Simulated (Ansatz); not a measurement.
# CaMg: the cost of one run

Computed with Ansatz 0.2.0 (DFT LDA, scalar-relativistic, plane waves, PAW, unless a step's input says otherwise).

29 further runs of the same task are left out: 1 that didn't finish, 28 set aside as unsound or not needed.

### 1 The structure to begin with

It takes space group Pm-3m (No. 221, cubic). The conventional cell has a = 3.858 Å, b = 3.858 Å, c = 3.858 Å, α = 90.00°, β = 90.00°, γ = 90.00°. Ca (site symmetry m-3m) is surrounded by 8 Mg at 3.34 Å. Mg (site symmetry m-3m) is surrounded by 8 Ca at 3.34 Å.

Coordinates:

```
CELL_PARAMETERS angstrom
3.85827 0.00000 0.00000
0.00000 3.85827 0.00000
0.00000 0.00000 3.85827
ATOMIC_POSITIONS crystal
Ca 0.00000 0.00000 0.00000
Mg 0.50000 0.50000 0.50000
```

It goes back to an entry of the Materials Project, which need not be the stable form.

It is the result of an earlier relaxation at this level (volume 28.72 Å³/atom; gap on the mesh: none (metal)).

### 2 The scan

The energy is mapped over volume and the cell's shape.

First coordinate, volume per atom: 7 values from 24.12 to 33.31 Å³. Second coordinate, c/a of the conventional cell: 9 values from 0.870 to 1.518.

Nothing else is relaxed (symmetry fixes all fractional coordinates). Energies count from the relaxed crystal. Points are written as (first, second).

### 3 Point (24.12 Å³, 1.232)

Contents of input.yaml:

```yaml
crystal:
  lattice:
    - [3.3958633164, 0.0, 0.0]
    - [0.0, 3.3958633164, 0.0]
    - [0.0, 0.0, 4.1837036058]
  atoms:
    - { symbol: Ca, position: [0.0, 0.0, 0.0] }
    - { symbol: Mg, position: [0.5, 0.5, 0.5] }
basis:
  ecutwfc: 520.0
kpoints:
  mp_grid: { grid: [14, 14, 14] }
hamiltonian:
  xc: lda
scf:
  occupations: { method: gaussian, width: 0.15 }
output:
  forces: true
  stress: true
  eigenvalues: true
```

Run with:

```console
> ansatz run input.yaml --threads 1 --pin off --max-ram 2048MiB --backend cpu --events-out ev --progress --plain --runs-dir out
```

Q: Estimate wall time and peak memory on 1 thread of Intel Xeon Platinum 8488C (Sapphire Rapids), shared host.

About 7.2 s, with a peak of 0.53 GiB.
